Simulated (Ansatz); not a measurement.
# PBE/def2-TZVPP (core potential) run of PbTe (SMILES [Te][Pb])

Aim: the vertical ionisation energy of PbTe at PBE/def2-TZVPP (core potential), from 2 runs. 

The results are computed with Ansatz 0.2.0.

3 further runs of the same task are left out: 3 that didn't finish.

### Step 1. The molecule

PbTe has 2 atoms, charge 0, and is taken as a singlet. As SMILES, `[Te][Pb]`. Geometry: relaxed at PBE0-D4/def2-TZVP.

Bond lengths: Te1–Pb2 2.590 Å.

### Step 2. A single-point energy at PBE/def2-TZVPP (core potential)

The input, job.yaml:

```yaml
basis:
  gaussian:
    orbitals: def2-TZVPP
crystal:
  periodic: [false, false, false]
  atoms:
    - symbol: Te
      position_ang: [-0.000000, 0.000000, -0.008980]
    - symbol: Pb
      position_ang: [0.000000, -0.000000, 2.580890]
hamiltonian:
  xc: {name: PBE}
accuracy: high
output:
  orbitals: {seedname: orbitals}
```

The run is started by

```console
$ ansatz run job.yaml --threads 1 --pin off --max-ram 3480MiB --events-out events.jsonl --progress --plain --runs-dir runs
```

Standard output:

```text
Warning: RAYON_NUM_THREADS=1 ignored (pool sized by the plan → 1); use --threads N
Functional definition: PBE
  name "PBE"
  parameter kappa = 0.804
  parameter beta = 0.06672455060314922
  exchange = pbe_x(kappa = kappa, mu = beta*pi^2/3)
  correlation = pbe_c(beta = beta)
1756 factors; integrals over basis functions are off by at most 3.4e-9 eV
mean field evaluation 1: about -12542.0058 eV, gradient 2.3e1 eV
mean field evaluation 2: about -12494.8477 eV, gradient 9.7e1 eV
mean field evaluation 4: about -12543.9947 eV, gradient 8.2e0 eV
mean field evaluation 8: about -12544.1974 eV, gradient 1.8e-1 eV
mean field evaluation 16: about -12544.1975 eV, gradient 2.2e-5 eV
mean field -12544.19749954 eV, -460.9907553455 hartree, gradient 1.3e-8 eV, S^2 0.000000; 0 other end points of the search recorded, 0 dependent functions left out
reference -12544.19750192 eV, -460.9907554331 hartree; 23, 23 occupied and 77, 77 virtual orbitals, 1756 factors
Total energy: -12544.19750192 eV, -460.9907554331 hartree
```

It took 7.8 s on 1 thread of Arm Neoverse V1, shared host; peak memory 0.23 GiB.

### Step 3. The doublet cation at the same level

The input, molecule.yaml:

```yaml
crystal:
  periodic: [false, false, false]
  atoms:
    - {symbol: Te, position_ang: [-0.000000, 0.000000, -0.008980]}
    - {symbol: Pb, position_ang: [0.000000, -0.000000, 2.580890]}
basis:
  gaussian: {orbitals: def2-TZVPP}
total_charge: 1
magnetization: {spin_polarized: true, initial_magnetization: 1}
hamiltonian: {xc: {name: PBE}}
accuracy: high
output: {orbitals: {seedname: orbitals}}
```

The run is started by

```console
$ ansatz run molecule.yaml --threads 1 --pin off --max-ram 3480MiB --events-out events.jsonl --progress --plain --runs-dir runs
```

Standard output (excerpt; [...] marks lines left out):

```text
Warning: RAYON_NUM_THREADS=1 ignored (pool sized by the plan → 1); use --threads N
[... 6 set-up lines as earlier in the session ...]
1756 factors; integrals over basis functions are off by at most 3.4e-9 eV
mean field evaluation 1: about -12529.6639 eV, gradient 3.0e1 eV
mean field evaluation 2: about -12461.3881 eV, gradient 9.0e1 eV
mean field evaluation 4: about -12533.8173 eV, gradient 1.6e1 eV
mean field evaluation 8: about -12535.8547 eV, gradient 1.4e0 eV
mean field evaluation 16: about -12535.8703 eV, gradient 7.2e-3 eV
mean field evaluation 32: about -12529.6639 eV, gradient 3.0e1 eV
mean field evaluation 64: about -12535.4685 eV, gradient 6.4e-1 eV
mean field -12535.87034241 eV, -460.6847379654 hartree, gradient 2.1e-8 eV, S^2 0.754523; 7 other end points of the search recorded, 0 dependent functions left out
reference -12535.87034530 eV, -460.6847380717 hartree; 23, 22 occupied and 77, 78 virtual orbitals, 1756 factors
Total energy: -12535.87034530 eV, -460.6847380717 hartree
```

Run time: 30 s. Hardware: 1 thread of Arm Neoverse V1, shared host; peak memory 0.3 GiB.

### Step 4. Summary of results

At PBE/def2-TZVPP (core potential):

| quantity | value |
| --- | --- |
| singlet PbTe: total energy | -460.99076 Eh |
| singlet PbTe: HOMO energy | -5.59 eV |
| singlet PbTe: LUMO energy | -3.15 eV |
| singlet PbTe: HOMO–LUMO gap | 2.44 eV |
| doublet cation: total energy | -460.68474 Eh |
| doublet cation: HOMO energy (highest over α and β) | -11.23 eV |
| doublet cation: LUMO energy (lowest over α and β) | -11.10 eV |
| doublet cation: ⟨S²⟩ | 0.755 |
| vertical ionisation energy (to the doublet cation) | 8.327 eV |

In words: Removing an electron at fixed nuclei costs 8.33 eV (192 kcal/mol). −ε(HOMO) before ionisation, 5.59 eV, is 2.74 eV below this ionisation energy.
